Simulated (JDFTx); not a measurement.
Runs of JDFTx 1.7.0 (patched build) on BBrH2. The cell holds a molecule in a box, 4 atoms: a = 12.000 Å, b = 11.000 Å, c = 11.000 Å, α = 90.00°, β = 90.00°, γ = 90.00°. 

| task | liquid model | variant of the liquid model | solvent | SCF threshold on the energy | further solve for the empty bands | largest force (eV/Å) |
| --- | --- | --- | --- | --- | --- | --- |
| solvation | LinearPCM | GLSSA13 | Isobutanol | 1e-06 Ha | no | 0.32 |
| solvation | LinearPCM | GLSSA13 | CHCl3 | 1e-06 Ha | no | 0.27 |
| solvation | LinearPCM | GLSSA13 | CarbonDisulfide | 1e-06 Ha | no | (b) |
| single point | - | - | - | 1e-07 Ha | yes | (a) |
| solvation | LinearPCM | GLSSA13 | EthyleneGlycol | 1e-06 Ha | no | 0.23 |
| solvation | LinearPCM | GLSSA13 | CH2Cl2 | 1e-06 Ha | no | 0.24 |

Alike in all rows: level PBEsol; potentials or basis PseudoDojo-SR-PBEsol-0.4.1-standard with smoothed tails; no spin polarisation; cell as given; k mesh 1 × 1 × 1; cutoff (eV) 1034; smearing fixed.

Estimate the missing entries.

(a) 0.25; (b) 0.26.

Caveats: forces may be off by hundredths of an eV/Å; forces in the liquid are good to some per cent (some runs); the liquid is a continuum model, checked here against plausible ranges alone (some runs); solvation energies in this solvent often miss measured ones by over 0.05 eV (some runs).

Runs at the PBE level aren't shown here.
